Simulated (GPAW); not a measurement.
Runs of GPAW 26.7.0 on AlO2. The structure is orthorhombic, space group Cmcm (No. 63). The conventional cell has a = 2.976 Å, b = 10.806 Å, c = 3.647 Å, α = 90.00°, β = 90.00°, γ = 90.00°. Around Al (site symmetry m2m) lie 6 O at 1.87 to 2.02 Å. O (site symmetry m2m) has 2 Al at 1.88 Å as nearest neighbours. O (site symmetry m2m) has 4 Al at 1.87 to 2.02 Å as nearest neighbours. The cell comes from a database or a generator and needn't be the stable form of this composition.

| task | level | potentials or basis | k mesh | cutoff (eV) | maxiter | convergence | band path | band points | mesh quality | gap on the mesh (eV) | pressure (GPa) | V0 of scaled cells (Å³/atom) | B0 (GPa) | largest force (eV/Å) |
| --- | --- | --- | --- | --- | --- | --- | --- | --- | --- | --- | --- | --- | --- | --- |
| single point | PBE | GPAW PAW data sets (gpaw-data 1.2.1), pw | 7 × 7 × 5 | 600 | 120 | default | - | - | not flagged | none | -5.8 | - | - | 0.75 |
| band structure | LDA | the program's PAW data sets (release 1.2.1) made for this functional, pw | 6 × 6 × 5 | 800 | 150 | - | GXSRAZGYX1A1TY,ZT | 100 | coarse | - | -10.1 | - | - | (b) |
| band structure | PBE | GPAW PAW data sets (gpaw-data 1.2.1), pw | 6 × 6 × 5 | 800 | 150 | - | GXSRAZGYX1A1TY,ZT | 100 | coarse | - | 0.4 | - | - | (c) |
| single point | LDA | the program's PAW data sets (release 1.2.1) made for this functional, pw | 7 × 7 × 5 | 600 | 120 | default | - | - | not flagged | none | -16.6 | - | - | 0.50 |
| band structure | r2SCAN | GPAW PAW data sets (gpaw-data 1.2.1), pw | 6 × 6 × 5 | 800 | 150 | - | GXSRAZGYX1A1TY,ZT | 100 | coarse | - | -5.9 | - | - | 0.85 |
| equation of state | PBE | GPAW PAW data sets (gpaw-data 1.2.1), pw | 6 × 6 × 5 | 800 | 150 | - | - | - | coarse | - | - | 9.80 | 183 | - |
| equation of state | LDA | the program's PAW data sets (release 1.2.1) made for this functional, pw | 6 × 6 × 5 | 800 | 150 | - | - | - | coarse | - | - | 9.27 | (a) | - |
| single point | PBEsol | PAW data sets generated in the run's folder for this functional, pw | 9 × 9 × 7 | 800 | 150 | - | - | - | not flagged | none | -4.3 | - | - | 0.75 |

Alike in all rows: no spin polarisation; cell as given; smearing fermi-dirac 0.05 eV.

Problem. Fill in the values left out.

Solution. (a) 210; (b) 0.51; (c) 0.76.

Caveats: some runs use coarse meshes; the cutoff is short for stress and forces, so pressures can be off by a GPa or more (some runs); the cell was scaled at fixed shape and fractional positions, which overstates the stiffness of a crystal with free parameters, most of all of layers and chains (some runs); so large a pressure means that the cell lies far from this level's equilibrium, or that cutoff or potentials fall short (some runs); the PAW data sets were made with another functional, which shifts forces and pressure a little (some runs).

A k mesh can miss the band edges.

A gap of «none» marks a metal or a gap under the smearing width.

Not every run made on this cell is shown here.
